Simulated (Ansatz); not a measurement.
# BeHBr (triplet): from Hartree-Fock to the top rungs at a displaced geometry (v2), cc-pVDZ

How much of the correlation energy of BeHBr (triplet) does each wave-function method recover here?

The runs use Ansatz 0.2.0, Gaussian basis; cc-pVDZ, core rule «outside noble gas», up to 15 orbitals frozen.

Plan: UHF; CCSD(T) on ROHF; CCSD(T) on UHF; BCCD(T) on ROHF; CISD as a restricted active space (open shells left free, so some higher excitations enter); CCSDT(Q) on ROHF; CCSDT(Q) on UHF.

44 further runs of the same task are left out: 17 for a known fault of the program, 10 that didn't finish, 17 set aside as unsound or not needed. Runs told in other sessions of the task aren't counted.

## (1) The system

The geometry is a PBE0/def2-TZVP stationary point (not a proven minimum) with its atoms shifted at random (size 0.100 Å). No spin-orbit coupling is included. The filled d shell of Br may be among the frozen orbitals whatever the setting's name suggests.

3 atoms, charge 0, spin multiplicity 3.

Atoms are counted from 1 here; the program's logs count them from 0.

Bond lengths: Br1–Be2 2.077 Å, Be2–H3 1.508 Å. Angles: Br1–Be2–H3 69.7°.

As a file:

```csv
atom,x (Å),y (Å),z (Å)
Br1,0.0175,0.0106,0.2252
Be2,-0.1474,-0.2316,-1.8307
H3,-0.0707,1.2333,-1.4820
```

## (2) UHF

The input, in.yaml:

```yaml
crystal:
  periodic: [false, false, false]
  atoms:
    - {symbol: Br, position_ang: [0.017513, 0.010561, 0.225174]}
    - {symbol: Be, position_ang: [-0.147361, -0.231568, -1.830690]}
    - {symbol: H, position_ang: [-0.070741, 1.233269, -1.481993]}
basis:
  gaussian: {orbitals: cc-pVDZ}
magnetization: {spin_polarized: true, initial_magnetization: 2}
hamiltonian: {xc: hf}
output: {orbitals: {seedname: orbitals}}
```

Launch:

```
> ansatz run in.yaml --threads 1 --pin off --events-out ev --progress --plain --max-ram 2393MiB
```

The runs that follow: CCSD(T) on ROHF; CCSD(T) on UHF; BCCD(T) on ROHF; CISD as a restricted active space (open shells left free, so some higher excitations enter); CCSDT(Q) on ROHF; CCSDT(Q) on UHF.

Q: Predict the results of all the runs planned. Wanted: UCCSDT(Q) from the RHF energy; RMP2 from UCCSDT(Q); UMP2 from UCCSDT(Q); RCCSD from UCCSDT(Q); RCCSD(T) from UCCSDT(Q); UCCSD(T) from UCCSDT(Q); RCCSDT(Q) from UCCSDT(Q); T1 diagnostic.

As calculated:

| quantity | value |
| --- | --- |
| UCCSDT(Q) from the ROHF energy | -4.6854 eV |
| RMP2 from UCCSDT(Q) | +61.4 kJ/mol |
| UMP2 from UCCSDT(Q) | +62.8 kJ/mol |
| RCCSD from UCCSDT(Q) | +13.9 kJ/mol |
| RCCSD(T) from UCCSDT(Q) | +2.7 kJ/mol |
| UCCSD(T) from UCCSDT(Q) | +2.6 kJ/mol |
| RCCSDT(Q) from UCCSDT(Q) | +0.1 kJ/mol |
| levels within 1 kcal/mol (43 meV) | RCCSD(T), UCCSD(T), BCCD(T), RCCSDT, UCCSDT, RCCSDT(Q) |
| T1 diagnostic | 0.028 |

What this shows: RCCSD(T) lands +2.7 kJ/mol from the yardstick (0.6 % of the correlation energy). These misses are within one basis, not against nature; the frozen cores of restricted and unrestricted runs differ, which can shift their rows.

With open shells the CI space here admits some higher excitations, so it is larger than plain CISD.
